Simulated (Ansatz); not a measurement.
# RuS2: the cost of one run

Method: DFT LDA+U (U = 3 eV, J = 0.9 eV on Ru d), plane waves, PAW, in Ansatz 0.2.0.

## Step 1: The structure to begin with

It takes space group Fm-3m (No. 225, cubic). Conventional cell: a = 5.920 Å, b = 5.920 Å, c = 5.920 Å, α = 90.00°, β = 90.00°, γ = 90.00°. Around Ru (site symmetry m-3m) lie 8 S at 2.56 Å. S (site symmetry -43m) is surrounded by 4 Ru at 2.56 Å.

As a file:

```xyz
3
Lattice="0.0000 2.9600 2.9600 2.9600 0.0000 2.9600 2.9600 2.9600 0.0000" Properties=species:S:1:pos:R:3 pbc="T T T"
Ru    0.0000    0.0000    0.0000
S     1.4800    1.4800    1.4800
S     4.4400    4.4400    4.4400
```

An earlier series on this cell reached its lowest free state from «ferromagnetic start, free, natural orbitals of the symmetric run filled by rank», perhaps among other starts (it ended with site moments under 0.05 μB).

## Step 2: Site moments held (series factor 0.8; the input gives the size)

input.yaml reads:

```yaml
crystal:
  lattice:
    - [0.0, 2.96, 2.96]
    - [2.96, 0.0, 2.96]
    - [2.96, 2.96, 0.0]
  atoms:
    - { symbol: Ru, position: [0.0, 0.0, 0.0], spin: 3.2 }
    - { symbol: S, position: [0.25, 0.25, 0.25] }
    - { symbol: S, position: [0.75, 0.75, 0.75] }
basis:
  ecutwfc: 420
  ecutrho_ratio: 4
kpoints:
  mp_grid: { grid: [6, 6, 6] }
hamiltonian:
  xc: lda
  hubbard:
    sites:
      - { site: 0, l: d, u: 3.0, j: 0.9, starting_ns: [{ spin: up, occupation_matrix: s0up }, { spin: down, occupation_matrix: s0down }] }
    occupation_matrices:
      s0up:
        matrix:
          - [0.97, 0.0, 0.0, 0.0, 0.0]
          - [0.0, 0.02, 0.0, 0.0, 0.0]
          - [0.0, 0.0, 0.97, 0.0, 0.0]
          - [0.0, 0.0, 0.0, 0.97, 0.0]
          - [0.0, 0.0, 0.0, 0.0, 0.97]
      s0down:
        matrix:
          - [0.02, 0.0, 0.0, 0.0, 0.0]
          - [0.0, 0.02, 0.0, 0.0, 0.0]
          - [0.0, 0.0, 0.02, 0.0, 0.0]
          - [0.0, 0.0, 0.0, 0.02, 0.0]
          - [0.0, 0.0, 0.0, 0.0, 0.02]
    ns_hold: { iters: 8 }
scf:
  occupations: { method: gaussian, width: 0.05 }
  lower_state_search: "off"
  max_iter: 150
output:
  forces: true
  stress: true
  eigenvalues: true
  populations: true
  hubbard: { sites: [{ site: 0, l: d }] }
magnetization:
  spin_polarized: true
  spin_locking: { lock_spins: true }
```

The typed matrices put 0.97 on the chosen orbitals and 0.02 on the others, and are held for 8 cycles. The lock stays on to the end, so the result is a constrained state unless its moments die out.

Launch:

```console
> ansatz run input.yaml --threads 2 --pin off --max-ram 3072MiB --backend cpu --events-out ev --progress --plain --runs-dir out
```

**Question.** How long does this run take on 2 threads of Arm Neoverse N1, shared host, and how much memory does it need?

About 16 s, with a peak of 0.36 GiB.
